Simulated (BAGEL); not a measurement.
**BSiPH5F (SMILES BP[SiH2]F) at PBE0/cc-pVDZ (density fitting with qzvpp-jkfit)**

What is the energy change on altering one bond length of BSiPH5F at PBE0/cc-pVDZ (density fitting with qzvpp-jkfit)? 

The calculation is run with BAGEL 1.2.2.

### Step 1. The structure to begin with

BSiPH5F: 9 atoms, total charge 0, spin state singlet. As SMILES, `BP[SiH2]F`. The coordinates come from a GFN2-xTB relaxation. This is one conformer, not always the lowest.

Bond lengths: B1–P2 1.829 Å, P2–Si3 2.222 Å, Si3–F4 1.615 Å, B1–H5 1.168 Å, B1–H6 1.170 Å, P2–H7 1.380 Å, Si3–H8 1.453 Å, Si3–H9 1.454 Å. Some angles: B1–P2–Si3 106.7°, P2–Si3–F4 113.5°, B1–P2–H7 104.1°, Si3–P2–H7 100.8°, P2–B1–H5 120.8°, P2–B1–H6 118.2°, P2–Si3–H8 110.4°, P2–Si3–H9 108.8°, F4–Si3–H8 103.8°, F4–Si3–H9 103.4°.

### Step 2. The energy at PBE0/cc-pVDZ (density fitting with qzvpp-jkfit)

Contents of input.json:

```json
{ "bagel": [

{
  "title": "molecule",
  "basis": "cc-pvdz.json",
  "df_basis": "qzvpp-jkfit",
  "angstrom": "true",
  "geometry": [
    { "atom": "B", "xyz": [      -0.532970,       1.197230,      -1.244430 ] },
    { "atom": "P", "xyz": [       0.725730,       0.892030,       0.046950 ] },
    { "atom": "Si", "xyz": [       0.085200,      -0.931350,       1.143990 ] },
    { "atom": "F", "xyz": [      -0.286140,      -2.169000,       0.174410 ] },
    { "atom": "H", "xyz": [      -0.216340,       1.421910,      -2.346040 ] },
    { "atom": "H", "xyz": [      -1.651250,       1.296760,      -0.913980 ] },
    { "atom": "H", "xyz": [       1.812790,       0.404740,      -0.650580 ] },
    { "atom": "H", "xyz": [      -1.146650,      -0.678830,       1.872860 ] },
    { "atom": "H", "xyz": [       1.209620,      -1.433490,       1.916820 ] }
  ]
},

{ "title": "ks", "xc_func": "pbe0" },

{ "title": "print", "file": "orbitals.molden", "orbitals": "true" }

]}
```

The basis set cc-pVDZ is read from a file made from the Basis Set Exchange's data (not shown).

Command:

```console
$ BAGEL_NUM_THREADS=1 BAGEL input.json > input.out
```

Output:

```text
* using 1 threads per process

  ===============================================================
  ===============================================================

  *** Geometry ***

  { "atom" : "B", "xyz" : [     -1.007167,      2.262437,     -2.351632 ] },
  { "atom" : "P", "xyz" : [      1.371431,      1.685692,      0.088723 ] },
  { "atom" : "Si", "xyz" : [      0.161005,     -1.759996,      2.161828 ] },
  { "atom" : "F", "xyz" : [     -0.540726,     -4.098816,      0.329587 ] },
  { "atom" : "H", "xyz" : [     -0.408823,      2.687020,     -4.433373 ] },
  { "atom" : "H", "xyz" : [     -3.120410,      2.450521,     -1.727172 ] },
  { "atom" : "H", "xyz" : [      3.425677,      0.764848,     -1.229418 ] },
  { "atom" : "H", "xyz" : [     -2.166854,     -1.282803,      3.539192 ] },
  { "atom" : "H", "xyz" : [      2.285851,     -2.708904,      3.622265 ] },

  Number of auxiliary basis functions:      498

  Since a DF basis is specified, we compute 2- and 3-index integrals:
    o Being stored without compression. Storage requirement is 0.032 GB

  Number of basis functions:       89
  Number of electrons      :       48

    * METHOD: MOLECULE                             0.21

  *** Kohn-Sham DFT ***

    * Removing 16159 points whose weight is below 1.00e-10
    * Grid points: 117995

  === Nuclear Repulsion ===
   202.8407729373

       - DIIS with orbital gradients will be used.

  === KS iteration (pbe0 / cc-pvdz.json) ===
      0       -732.88269294          0.07510224           0.34
      1       -684.25757599          0.13428640           0.32
      2       -671.40037195          0.18733887           0.32
      3       -744.89986193          0.08156537           0.32
      4       -757.07811385          0.04355972           0.32
      5       -758.01332816          0.01430640           0.32
      6       -758.12570150          0.00928643           0.32
      7       -758.17643301          0.00359484           0.32
      8       -758.18632425          0.00155000           0.32
      9       -758.18835231          0.00028554           0.32
     10       -758.18840311          0.00007628           0.32
     11       -758.18840651          0.00002154           0.32
     12       -758.18840679          0.00000720           0.32
     13       -758.18840683          0.00000272           0.32
     14       -758.18840683          0.00000100           0.32
     15       -758.18840683          0.00000063           0.32
     16       -758.18840683          0.00000010           0.32
     17       -758.18840683          0.00000004           0.32
     18       -758.18840683          0.00000002           0.32
     19       -758.18840683          0.00000000           0.32
    * SCF iteration converged.

    * Permanent dipole moment:
           (   -0.254540,    -0.216289,    -0.312798) a.u.

    * METHOD: KS                                   6.99

    * METHOD: PRINT                                0.01

  ===============================================================
```

Wall time 7.5 s (1 thread of Arm Neoverse V2, shared host); peak memory 0.5 GiB.

### Step 3. The distorted shape, same level

Contents of input.json:

```json
{ "bagel": [

{
  "title": "molecule",
  "basis": "cc-pvdz.json",
  "df_basis": "qzvpp-jkfit",
  "angstrom": true,
  "geometry": [
    { "atom": "B", "xyz": [    0.082996,    1.070962,   -1.608889 ] },
    { "atom": "P", "xyz": [    1.341696,    0.765762,   -0.317509 ] },
    { "atom": "Si", "xyz": [    0.701166,   -1.057618,    0.779531 ] },
    { "atom": "F", "xyz": [    0.329826,   -2.295268,   -0.190049 ] },
    { "atom": "H", "xyz": [    0.399626,    1.295642,   -2.710499 ] },
    { "atom": "H", "xyz": [   -1.035284,    1.170492,   -1.278439 ] },
    { "atom": "H", "xyz": [    2.428756,    0.278472,   -1.015039 ] },
    { "atom": "H", "xyz": [   -1.146650,   -0.678830,    1.872860 ] },
    { "atom": "H", "xyz": [    1.825586,   -1.559758,    1.552361 ] }
  ]
},
{ "title": "ks", "xc_func": "pbe0" },
{ "title": "print", "file": "orbitals.molden", "orbitals": true }

]}
```

The basis set cc-pVDZ is read from a file made from the Basis Set Exchange's data (not shown).

Command:

```console
$ BAGEL_NUM_THREADS=1 BAGEL input.json > input.out
```

Output:

```text
* using 1 threads per process

  ===============================================================
  ===============================================================

  *** Geometry ***

  { "atom" : "B", "xyz" : [      0.156840,      2.023825,     -3.040360 ] },
  { "atom" : "P", "xyz" : [      2.535438,      1.447080,     -0.600005 ] },
  { "atom" : "Si", "xyz" : [      1.325012,     -1.998608,      1.473100 ] },
  { "atom" : "F", "xyz" : [      0.623281,     -4.337428,     -0.359141 ] },
  { "atom" : "H", "xyz" : [      0.755184,      2.448409,     -5.122101 ] },
  { "atom" : "H", "xyz" : [     -1.956403,      2.211909,     -2.415900 ] },
  { "atom" : "H", "xyz" : [      4.589684,      0.526236,     -1.918146 ] },
  { "atom" : "H", "xyz" : [     -2.166854,     -1.282803,      3.539192 ] },
  { "atom" : "H", "xyz" : [      3.449858,     -2.947515,      2.933537 ] },

  Number of auxiliary basis functions:      498

  Since a DF basis is specified, we compute 2- and 3-index integrals:
    o Being stored without compression. Storage requirement is 0.032 GB

  Number of basis functions:       89
  Number of electrons      :       48

    * METHOD: MOLECULE                             0.21

  *** Kohn-Sham DFT ***

    * Removing 15616 points whose weight is below 1.00e-10
    * Grid points: 118538

  === Nuclear Repulsion ===
   200.1990047093

       - DIIS with orbital gradients will be used.

  === KS iteration (pbe0 / cc-pvdz.json) ===
      0       -732.81146325          0.07439088           0.31
      1       -690.74933308          0.13624624           0.30
      2       -667.90146150          0.18924249           0.30
      3       -744.62767300          0.08087109           0.30
      4       -755.74821073          0.05288718           0.30
      5       -757.52469846          0.02706816           0.30
      6       -757.89055228          0.01782246           0.30
      7       -758.06943834          0.00762725           0.30
      8       -758.10746444          0.00422752           0.30
      9       -758.11938504          0.00150481           0.30
     10       -758.12149019          0.00022562           0.30
     11       -758.12152113          0.00008119           0.29
     12       -758.12152509          0.00001106           0.30
     13       -758.12152521          0.00000646           0.30
     14       -758.12152526          0.00000199           0.30
     15       -758.12152526          0.00000171           0.30
     16       -758.12152526          0.00000025           0.30
     17       -758.12152526          0.00000011           0.30
     18       -758.12152526          0.00000003           0.30
     19       -758.12152526          0.00000001           0.30
     20       -758.12152526          0.00000000           0.30
    * SCF iteration converged.

    * Permanent dipole moment:
           (   -0.580014,    -0.210661,    -0.025679) a.u.

    * METHOD: KS                                   6.81

    * METHOD: PRINT                                0.01

  ===============================================================
```

Run time: 7.2 s. Hardware: 1 thread of Arm Neoverse V2, shared host; peak memory 0.5 GiB.

### Step 4. Results

Level: PBE0/cc-pVDZ (density fitting with qzvpp-jkfit).

| quantity | value |
| --- | --- |
| first shape: total energy | -758.18841 Eh |
| first shape: dipole moment | 1.16 D |
| first shape: HOMO energy | -7.79 eV |
| first shape: LUMO energy | -1.78 eV |
| first shape: HOMO–LUMO gap | 6.01 eV |
| distorted shape: total energy | -758.12153 Eh |
| distorted shape: dipole moment | 1.57 D |
| distorted shape: HOMO energy | -7.96 eV |
| distorted shape: LUMO energy | -1.95 eV |
| distorted shape: HOMO–LUMO gap | 6.01 eV |
| energy change with the Si3–H8 bond stretched from 1.453 to 2.180 Å | 1.820 eV |

What this shows: With the Si3–H8 bond stretched from 1.453 to 2.180 Å the energy rises by 1.82 eV (176 kJ/mol). The first shape isn't relaxed at this level, so the change isn't measured from a minimum.
